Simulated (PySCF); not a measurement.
**[La(H2O)5]3+: other functionals and bases at one geometry**

Aim: see how levels, charges and forces of [La(H2O)5]3+ depend on the level of theory. It is a constructed species; whether it can be made isn't addressed.

Program: PySCF 2.14.0. Level of theory: several levels, as the steps say, no spin–orbit coupling. These are calculated values, not measurements.

3 further runs of the same task are left out: 1 for a known fault of the program, 2 that didn't finish.

## (1) Starting geometry

16 atoms, charge 3, spin multiplicity 1.

Bond lengths: La1–O2 2.490 Å, La1–O5 2.490 Å, La1–O8 2.454 Å, La1–O11 2.480 Å, La1–O14 2.480 Å, O2–H3 0.989 Å, O2–H4 0.989 Å, O5–H6 0.989 Å, O5–H7 0.989 Å, O8–H9 0.990 Å, O8–H10 0.990 Å, O11–H12 0.990 Å, O11–H13 0.990 Å, O14–H15 0.990 Å, O14–H16 0.990 Å. Angles: O2–La1–O5 158.2°, O2–La1–O8 100.9°, O2–La1–O11 86.0°, O2–La1–O14 85.9°, O5–La1–O8 100.9°, O5–La1–O11 85.9°, O5–La1–O14 86.0°, O8–La1–O11 111.7°, O8–La1–O14 111.7°, O11–La1–O14 136.5°, La1–O2–H3 128.2°, La1–O2–H4 128.7°, H3–O2–H4 103.1°, La1–O5–H6 128.2°, La1–O5–H7 128.7°, H6–O5–H7 103.1°, La1–O8–H9 128.3°, La1–O8–H10 128.3° and more.

Geometry (Å):

```xyz
16
H10LaO5
La    0.00216    0.00000    0.00000
O    -0.46786   -0.04544    2.44489
H    -0.55221    0.71892    3.06612
H    -0.63892   -0.82629    3.02679
O    -0.46786    0.04544   -2.44489
H    -0.55221   -0.71892   -3.06612
H    -0.63892    0.82629   -3.02679
O     2.45592    0.00000    0.00000
H     3.07010    0.00140    0.77660
H     3.07010   -0.00140   -0.77660
O    -0.91640    2.30315    0.04086
H    -0.42350    3.16150    0.02372
H    -1.86376    2.58660    0.08167
O    -0.91640   -2.30315   -0.04086
H    -1.86376   -2.58660   -0.08167
H    -0.42350   -3.16150   -0.02372
```

Formal oxidation states: La +3. The 4f shell is empty and lies in the core potential. An earlier session relaxed this geometry at PBE, La lcecp-1-SVP with ECP46, O def2-SVP, H def2-SVP (singlet, point group C2).

At PBE on the finer grid: E = -412.174612 Eh, HOMO -20.78 eV, LUMO -14.75 eV, Mulliken charge on La1 +1.50 e, largest force component 0.011 eV/Å. The large-core potential holds the 4f shell empty.

Levels to run: TPSS; revPBE; BLYP; r2SCAN; PBE, TZVP. Hardware: 4 threads of Intel Xeon 6975P-C (Granite Rapids), shared host.

## (2) TPSS

Input file run.py (the lines that set the calculation):

```python
mol = gto.M(atom='''
La     0.00216     0.00000     0.00000
O     -0.46786    -0.04544     2.44489
H     -0.55221     0.71892     3.06612
H     -0.63892    -0.82629     3.02679
O     -0.46786     0.04544    -2.44489
H     -0.55221    -0.71892    -3.06612
H     -0.63892     0.82629    -3.02679
O      2.45592     0.00000     0.00000
H      3.07010     0.00140     0.77660
H      3.07010    -0.00140    -0.77660
O     -0.91640     2.30315     0.04086
H     -0.42350     3.16150     0.02372
H     -1.86376     2.58660     0.08167
O     -0.91640    -2.30315    -0.04086
H     -1.86376    -2.58660    -0.08167
H     -0.42350    -3.16150    -0.02372''',
    basis={'La': 'lcecp-1-SVP', 'O': 'def2-SVP', 'H': 'def2-SVP'},
    ecp={'La': 'lcecp-1-SVP'},
    charge=3, spin=0)
mf = dft.RKS(mol, xc='TPSS')
mf.grids.atom_grid = (75, 302)  # f atoms: unpruned, at least (60, 302)
mf = mf.density_fit()  # fitting sets: La AutoAux, O def2-universal-JKFIT, H def2-universal-JKFIT
mf.conv_tol = 1e-08; mf.max_cycle = 55
mf.kernel(dm0)  # dm0: the density of the relaxed state
```

Started as:

```sh
$ OMP_NUM_THREADS=4 python run.py
```

The program printed:

```text
init E= -412.603019381735
  HOMO = -0.77083496054739  LUMO = -0.532672375886107  gap/eV = 6.48073
cycle= 1 E= -412.603870911176  delta_E= -0.000852  |g|= 0.0426  |ddm|= 0.131
  HOMO = -0.762712736313283  LUMO = -0.536095325517218  gap/eV = 6.16657
cycle= 2 E= -412.602983151934  delta_E= 0.000888  |g|= 0.0808  |ddm|= 0.091
  HOMO = -0.767747399668867  LUMO = -0.534989381820853  gap/eV = 6.33367
cycle= 3 E= -412.604259947835  delta_E= -0.00128  |g|= 0.00235  |ddm|= 0.054
  HOMO = -0.767628811108687  LUMO = -0.534264783064768  gap/eV = 6.35016
cycle= 4 E= -412.604262161487  delta_E= -2.21e-06  |g|= 0.000411  |ddm|= 0.00472
  HOMO = -0.767626831341188  LUMO = -0.534306660415001  gap/eV = 6.34897
cycle= 5 E= -412.604262184277  delta_E= -2.28e-08  |g|= 0.000236  |ddm|= 0.000408
  HOMO = -0.767645081095746  LUMO = -0.534316587242952  gap/eV = 6.34919
cycle= 6 E= -412.604262194499  delta_E= -1.02e-08  |g|= 5.39e-05  |ddm|= 0.000185
  HOMO = -0.767643914394123  LUMO = -0.534319457978657  gap/eV = 6.34908
cycle= 7 E= -412.604262195058  delta_E= -5.58e-10  |g|= 2.15e-06  |ddm|= 4.01e-05
  HOMO = -0.767643646417027  LUMO = -0.534319732022699  gap/eV = 6.34907
Extra cycle  E= -412.604262195054  delta_E= 3.41e-12  |g|= 2.91e-06  |ddm|= 3.73e-06
converged SCF energy = -412.604262195054
```

Wall time 13 s (4 threads of Intel Xeon 6975P-C (Granite Rapids), shared host).

Read off: E = -412.604262 Eh, HOMO -20.89 eV, LUMO -14.54 eV, Mulliken charge on La1 +1.59 e, largest force component 0.099 eV/Å. The large-core potential holds the 4f shell empty.

## (3) revPBE

Changes to run.py (the lines that set the calculation) since step 2:

```diff
@@ -20,3 +20,3 @@
     charge=3, spin=0)
-mf = dft.RKS(mol, xc='TPSS')
+mf = dft.RKS(mol, xc='PBE_R,PBE')
 mf.grids.atom_grid = (75, 302)  # f atoms: unpruned, at least (60, 302)
```

Started as:

```sh
$ OMP_NUM_THREADS=4 python run.py
```

The program printed:

```text
init E= -412.485001041984
  HOMO = -0.7617750711444  LUMO = -0.537386332087588  gap/eV = 6.10593
cycle= 1 E= -412.485381900294  delta_E= -0.000381  |g|= 0.0121  |ddm|= 0.0806
  HOMO = -0.763305112669818  LUMO = -0.540314918938565  gap/eV = 6.06787
cycle= 2 E= -412.485383013885  delta_E= -1.11e-06  |g|= 0.0137  |ddm|= 0.0222
  HOMO = -0.761984616224535  LUMO = -0.538904542622067  gap/eV = 6.07032
cycle= 3 E= -412.485417802103  delta_E= -3.48e-05  |g|= 0.00386  |ddm|= 0.0112
  HOMO = -0.762187272752937  LUMO = -0.538595225410909  gap/eV = 6.08425
cycle= 4 E= -412.48542098592  delta_E= -3.18e-06  |g|= 0.000516  |ddm|= 0.0037
  HOMO = -0.762180988131094  LUMO = -0.538676779767199  gap/eV = 6.08186
cycle= 5 E= -412.485421054452  delta_E= -6.85e-08  |g|= 3.92e-05  |ddm|= 0.000787
  HOMO = -0.762179511629739  LUMO = -0.538675196374714  gap/eV = 6.08186
cycle= 6 E= -412.485421054669  delta_E= -2.17e-10  |g|= 2.25e-05  |ddm|= 4.03e-05
  HOMO = -0.762183042587002  LUMO = -0.538675057049405  gap/eV = 6.08196
Extra cycle  E= -412.485421054387  delta_E= 2.82e-10  |g|= 4.48e-05  |ddm|= 4.33e-05
converged SCF energy = -412.485421054387
```

Run time: 7.9 s. Hardware: 4 threads of Intel Xeon 6975P-C (Granite Rapids), shared host.

Read off: E = -412.485421 Eh, HOMO -20.74 eV, LUMO -14.66 eV, Mulliken charge on La1 +1.54 e, largest force component 0.148 eV/Å. The large-core potential holds the 4f shell empty.

## (4) BLYP

Changes to run.py (the lines that set the calculation) since step 3:

```diff
@@ -20,3 +20,3 @@
     charge=3, spin=0)
-mf = dft.RKS(mol, xc='PBE_R,PBE')
+mf = dft.RKS(mol, xc='BLYP')
 mf.grids.atom_grid = (75, 302)  # f atoms: unpruned, at least (60, 302)
```

Started as:

```sh
$ OMP_NUM_THREADS=4 python run.py
```

The program printed:

```text
init E= -412.456039349905
  HOMO = -0.761257687057864  LUMO = -0.535040231227221  gap/eV = 6.15569
cycle= 1 E= -412.456392886605  delta_E= -0.000354  |g|= 0.0627  |ddm|= 0.112
  HOMO = -0.751975502240452  LUMO = -0.536662870265415  gap/eV = 5.85896
cycle= 2 E= -412.45419468816  delta_E= 0.0022  |g|= 0.125  |ddm|= 0.115
  HOMO = -0.759616790102976  LUMO = -0.536594176157385  gap/eV = 6.06875
cycle= 3 E= -412.457091668911  delta_E= -0.0029  |g|= 0.00237  |ddm|= 0.0807
  HOMO = -0.759450090577295  LUMO = -0.536652055076892  gap/eV = 6.06264
cycle= 4 E= -412.457092806029  delta_E= -1.14e-06  |g|= 0.000611  |ddm|= 0.00256
  HOMO = -0.759397611210554  LUMO = -0.536610955806873  gap/eV = 6.06233
cycle= 5 E= -412.457092871127  delta_E= -6.51e-08  |g|= 0.000203  |ddm|= 0.0005
  HOMO = -0.759397385985109  LUMO = -0.536594121654271  gap/eV = 6.06279
cycle= 6 E= -412.457092878762  delta_E= -7.63e-09  |g|= 2.88e-05  |ddm|= 0.000166
  HOMO = -0.759394919435368  LUMO = -0.536602649858469  gap/eV = 6.06249
Extra cycle  E= -412.457092878561  delta_E= 2.01e-10  |g|= 4.47e-05  |ddm|= 8.06e-05
converged SCF energy = -412.457092878561
```

It took 8.5 s on 4 threads of Intel Xeon 6975P-C (Granite Rapids), shared host.

It gives: E = -412.457093 Eh, HOMO -20.66 eV, LUMO -14.60 eV, Mulliken charge on La1 +1.48 e, largest force component 0.100 eV/Å. The large-core potential holds the 4f shell empty.

## (5) r2SCAN

Changes to run.py (the lines that set the calculation) since step 4:

```diff
@@ -20,3 +20,3 @@
     charge=3, spin=0)
-mf = dft.RKS(mol, xc='BLYP')
+mf = dft.RKS(mol, xc='R2SCAN')
 mf.grids.atom_grid = (75, 302)  # f atoms: unpruned, at least (60, 302)
```

Started as:

```sh
$ OMP_NUM_THREADS=4 python run.py
```

The program printed:

```text
init E= -412.389182463881
  HOMO = -0.786115279938034  LUMO = -0.53110136954161  gap/eV = 6.93928
cycle= 1 E= -412.391800492171  delta_E= -0.00262  |g|= 0.0585  |ddm|= 0.239
  HOMO = -0.774293942939543  LUMO = -0.536061294127843  gap/eV = 6.48264
cycle= 2 E= -412.390513795963  delta_E= 0.00129  |g|= 0.102  |ddm|= 0.119
  HOMO = -0.780924059359393  LUMO = -0.534400952719221  gap/eV = 6.70824
cycle= 3 E= -412.392529128285  delta_E= -0.00202  |g|= 0.00313  |ddm|= 0.0678
  HOMO = -0.78068665802695  LUMO = -0.533314417501954  gap/eV = 6.73134
cycle= 4 E= -412.392532728367  delta_E= -3.6e-06  |g|= 0.000539  |ddm|= 0.00628
  HOMO = -0.780661807785247  LUMO = -0.533374049360925  gap/eV = 6.72904
cycle= 5 E= -412.39253278527  delta_E= -5.69e-08  |g|= 0.000248  |ddm|= 0.000577
  HOMO = -0.780683839106277  LUMO = -0.533384892527781  gap/eV = 6.72935
cycle= 6 E= -412.392532794902  delta_E= -9.63e-09  |g|= 0.000113  |ddm|= 0.000229
  HOMO = -0.780675616252602  LUMO = -0.53338626350855  gap/eV = 6.72909
cycle= 7 E= -412.392532797317  delta_E= -2.41e-09  |g|= 2.1e-06  |ddm|= 7.46e-05
  HOMO = -0.780675165068656  LUMO = -0.533386053575157  gap/eV = 6.72908
Extra cycle  E= -412.392532797317  delta_E= 1.14e-13  |g|= 2.92e-06  |ddm|= 3.18e-06
converged SCF energy = -412.392532797317
```

It took 15 s on 4 threads of Intel Xeon 6975P-C (Granite Rapids), shared host.

Read off: E = -412.392533 Eh, HOMO -21.24 eV, LUMO -14.51 eV, Mulliken charge on La1 +1.67 e, largest force component 0.397 eV/Å. The large-core potential holds the 4f shell empty.

## (6) PBE, TZVP

Basis: La lcecp-1-TZVP with ECP46, O def2-TZVP, H def2-TZVP. 

Changes to run.py (the lines that set the calculation) since step 5:

```diff
@@ -17,6 +17,6 @@
 H     -0.42350    -3.16150    -0.02372''',
-    basis={'La': 'lcecp-1-SVP', 'O': 'def2-SVP', 'H': 'def2-SVP'},
-    ecp={'La': 'lcecp-1-SVP'},
+    basis={'La': 'lcecp-1-TZVP', 'O': 'def2-TZVP', 'H': 'def2-TZVP'},
+    ecp={'La': 'lcecp-1-TZVP'},
     charge=3, spin=0)
-mf = dft.RKS(mol, xc='R2SCAN')
+mf = dft.RKS(mol, xc='PBE')
 mf.grids.atom_grid = (75, 302)  # f atoms: unpruned, at least (60, 302)
@@ -24,2 +24,2 @@
 mf.conv_tol = 1e-08; mf.max_cycle = 55
-mf.kernel(dm0)  # dm0: the density of the relaxed state
+mf.kernel(dm0)  # dm0: free metal ions and neutral atoms
```

Started as:

```sh
$ OMP_NUM_THREADS=4 python run.py
```

The program printed:

```text
init E= -403.633880420024
  HOMO = -1.13291467155007  LUMO = -0.698912971165253  gap/eV = 11.80979
cycle= 1 E= -410.207922005408  delta_E= -6.57  |g|= 3.94  |ddm|= 2.64
  HOMO = -0.423694282919185  LUMO = -0.396354980668785  gap/eV = 0.74394
cycle= 2 E= -398.107681429566  delta_E= 12.1  |g|= 7.33  |ddm|= 6.11
  HOMO = -0.816473595925346  LUMO = -0.475846866586525  gap/eV = 9.26893
cycle= 3 E= -412.3511353332  delta_E= -14.2  |g|= 0.991  |ddm|= 5.79
  HOMO = -0.793235617386726  LUMO = -0.599289386867023  gap/eV = 5.27755
cycle= 4 E= -412.59601006817  delta_E= -0.245  |g|= 0.369  |ddm|= 1.88
  HOMO = -0.761233045402747  LUMO = -0.53679437960071  gap/eV = 6.10729
cycle= 5 E= -412.623474494772  delta_E= -0.0275  |g|= 0.156  |ddm|= 0.448
  HOMO = -0.763506769131422  LUMO = -0.538286347338157  gap/eV = 6.12856
cycle= 6 E= -412.626800484731  delta_E= -0.00333  |g|= 0.0701  |ddm|= 0.0975
  HOMO = -0.767491932820557  LUMO = -0.54224113832096  gap/eV = 6.12939
cycle= 7 E= -412.62768579846  delta_E= -0.000885  |g|= 0.00202  |ddm|= 0.0358
  HOMO = -0.767716370165184  LUMO = -0.542391157617503  gap/eV = 6.13141
cycle= 8 E= -412.627686307605  delta_E= -5.09e-07  |g|= 0.00144  |ddm|= 0.00532
  HOMO = -0.767571069028222  LUMO = -0.542340401462933  gap/eV = 6.12884
cycle= 9 E= -412.627686624722  delta_E= -3.17e-07  |g|= 0.000504  |ddm|= 0.000837
  HOMO = -0.767579709536387  LUMO = -0.542306587049682  gap/eV = 6.12999
cycle= 10 E= -412.627686667661  delta_E= -4.29e-08  |g|= 6.06e-05  |ddm|= 0.000377
  HOMO = -0.767576794682715  LUMO = -0.542310682186771  gap/eV = 6.12980
cycle= 11 E= -412.627686668466  delta_E= -8.05e-10  |g|= 1.87e-05  |ddm|= 5.95e-05
  HOMO = -0.767575466101984  LUMO = -0.542312377937447  gap/eV = 6.12972
Extra cycle  E= -412.627686668402  delta_E= 6.43e-11  |g|= 2.68e-05  |ddm|= 3.95e-05
converged SCF energy = -412.627686668402
```

Run time: 30 s. Hardware: 4 threads of Intel Xeon 6975P-C (Granite Rapids), shared host.

It gives: E = -412.627687 Eh, HOMO -20.89 eV, LUMO -14.76 eV, Mulliken charge on La1 +2.00 e, largest force component 0.341 eV/Å. The large-core potential holds the 4f shell empty.

## (7) All levels side by side

| level | state | HOMO (eV) | gap (eV) | charge on La1 (e) | dipole (D) | largest force component (eV/Å) | basis functions | time |
| --- | --- | --- | --- | --- | --- | --- | --- | --- |
| PBE (relaxed here) | singlet | -20.78 | 6.03 | 1.50 | 0.22 | 0.01 | 153 | 24 s |
| TPSS | singlet | -20.89 | 6.35 | 1.59 | 0.21 | 0.10 | 153 | 13 s |
| revPBE | singlet | -20.74 | 6.08 | 1.54 | 0.21 | 0.15 | 153 | 7.9 s |
| BLYP | singlet | -20.66 | 6.06 | 1.48 | 0.21 | 0.10 | 153 | 8.5 s |
| r2SCAN | singlet | -21.24 | 6.73 | 1.67 | 0.21 | 0.40 | 153 | 15 s |
| PBE, TZVP | singlet | -20.89 | 6.13 | 2.00 | 0.18 | 0.34 | 262 | 30 s |

Times are on 4 threads of Intel Xeon 6975P-C (Granite Rapids), shared host; the first row also made further properties. The dipole of a charged species depends on the origin, so these sizes hold for this origin alone.

In one basis the gap runs from 6.03 eV (PBE) to 6.73 eV (r2SCAN). The largest leftover force, 0.40 eV/Å with r2SCAN, stands at a geometry relaxed at another level. The Mulliken charge on La spans +1.48 to +2.00 e over the levels. With 4f in the core, its levels are missing from HOMO and gap, and its count is fixed, so no charge can pass from the ligands into it. Total energies of different levels can't be compared. Spin–orbit coupling is left out throughout.
